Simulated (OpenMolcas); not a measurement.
**Mo⁴⁺ among point charges: CASSCF and CASPT2 levels, g values and susceptibility**

How does a field of 6 point charges split the states of Mo⁴⁺, and what g values and χT follow?

Program: OpenMolcas 26.06. Level of theory: state-averaged CASSCF and CASPT2, spin-orbit coupling by RASSI with atomic mean-field integrals. These are calculated values, not measurements, unless marked.

### 1 What is computed

| Item | Value |
| --- | --- |
| Species | Mo⁴⁺ (molybdenum, Z = 42, 38 electrons) |
| Basis | ANO-RCC-VTZP [7s6p4d2f1g], 68 functions |
| Scalar Hamiltonian | DKH2, point nucleus |
| Inactive shells | 1s 2s 2p 3s 3p 3d 4s 4p |
| Active space | 2 electrons in 5 orbitals (4d) |
| Some configurations of this space | 4d2 |
| Orbitals | optimised for each spin and parity, averaged over all roots |

The outer shells:

4d2
```
4d [↑ ][↑ ][  ][  ][  ]
```

The ion sits among 6 point charges of -0.85 e arranged as an octahedron (Oh), 2.06 Å from the ion.

The work runs as a chain of OpenMolcas steps in one folder; each step below is one input file. The outputs are cut to the sections that carry results. Labels, J, g values, rates, χT and fits are worked out afterwards by a script from the matrices that RASSI stores. The input lists half of the charges; inversion (Group=XYZ) makes the rest.

### 2 Basis and integrals

Input file a.inp:

```
&GATEWAY
Coord
1

Mo 0.0 0.0 0.0
Basis=ANO-RCC-VTZP
Group=XYZ
NoMove
AngMom=0.0 0.0 0.0
AMFI
XField
3 Angstrom 0
2.060000 0.000000 0.000000 -0.850000
0.000000 2.060000 0.000000 -0.850000
0.000000 0.000000 2.060000 -0.850000
&SEWARD
```

Command:

```sh
> OMP_NUM_THREADS=1 MOLCAS_MEM=1689 MOLCAS_PROJECT=a pymolcas a.inp > a.log
```

### 3 CASSCF: triplets of even parity, 10 roots

Input file a.inp:

```
&RASSCF
FileOrb=start.orb
Symmetry=1
Spin=3
nActEl=2 0 0
Inactive=9 9
Ras2=5 0
CIRoot=10 10 1
SDav=10
CIMx=300
Iter=120 100
PrWF=0.3
OrbListing=Nothing
MaxOrb=0
>>> COPY $Project.JobIph JOB001
```

start.orb holds the contracted functions of the basis, ordered by shell, or the orbitals of the step before.

### 4 CASSCF: singlets of even parity, 15 roots

Input file a.inp:

```
&RASSCF
FileOrb=start.orb
Symmetry=1
Spin=1
nActEl=2 0 0
Inactive=9 9
Ras2=5 0
CIRoot=15 15 1
SDav=15
CIMx=300
Iter=120 100
PrWF=0.3
OrbListing=Nothing
MaxOrb=0
>>> COPY $Project.JobIph JOB002
```

### 5 RASSI: spin-orbit coupling between the states

Input file a.inp:

```
&RASSI
NrOfJobIphs=2 10 15
1 2 3 4 5 6 7 8 9 10
1 2 3 4 5 6 7 8 9 10 11 12 13 14 15
IphNames
JOB001
JOB002
EJob
SpinOrbit
DIPRint=1.0
SOCoupling=1000.0
Subsets=2
Property=9
'ANGMOM' 1 'ANGMOM' 2 'ANGMOM' 3 'MLTPL  1' 1 'MLTPL  1' 2 'MLTPL  1' 3
'AMFI' 1 'AMFI' 2 'AMFI' 3
SOProperty=3
'ANGMOM' 1 'ANGMOM' 2 'ANGMOM' 3
```

### 6 CASPT2: IPEA 0.25, imaginary shift 0.1 (closed shells correlated: 4s 4p)

Input file a.inp:

```
>>> COPY JOB001 $Project.JobIph
&CASPT2
Multistate=10 1 2 3 4 5 6 7 8 9 10
NoMult
Frozen=8 6
IPEA=0.25
Imaginary=0.1
MaxIter=60
WThr=0.0 0.3 0.05
PrWF=0.5
NoMix
>>> COPY JOB002 $Project.JobIph
&CASPT2
Multistate=15 1 2 3 4 5 6 7 8 9 10 11 12 13 14 15
NoMult
Frozen=8 6
IPEA=0.25
Imaginary=0.1
MaxIter=60
WThr=0.0 0.3 0.05
PrWF=0.5
NoMix
```

(Steps that only read results are left out.)

Q: Predict the outcome of this session. Wanted: spin-free ground state; first state of the same spin; lowest level; next level.

The runs gave:

```
                    quantity                                                                        value
                      method  SS-CASPT2, IPEA 0.25, imaginary shift 0.1 (closed shells correlated: 4s 4p)
      spin-free ground state                                              3T1, 3-fold in its orbital part
first state of the same spin                                                             3T2 at 3370 cm⁻¹
                lowest level                                               2-fold E, g = 0.00, 0.00, 0.00
                  next level                                                                   294.0 cm⁻¹
                 χT at 300 K                                                               0.20 cm³ K/mol
   effective moment at 300 K                                                                      1.27 μB
```

Cost by method:

| method | time of its own steps | time with the reference |
| --- | --- | --- |
| A. CASSCF | 4.6 s | 4.6 s |
| B. SS-CASPT2, IPEA 0.25, imaginary shift 0.1, +4s 4p | 2.8 s | 7.4 s |

Times are of one thread on a shared host.

The spin-free ground state (3T1) comes to 99 % from free-ion F terms and keeps the highest spin of the shell. χT at 300 K is 0.20, against 1.00 cm³ K/mol for the spin alone, so orbital moment lowers it. A ligand-field fit to the states below 45000 cm-1 gives 10Dq = 4565 cm-1, B = 717 cm-1 and C = 2843 cm-1 (C/B = 3.97), with a deviation of 272 cm-1. CASPT2 does not keep the components of a term degenerate, and the means are used. Point charges give too small a field for d ions at true ligand charges. This is an electrostatic model: the charges have no orbitals.
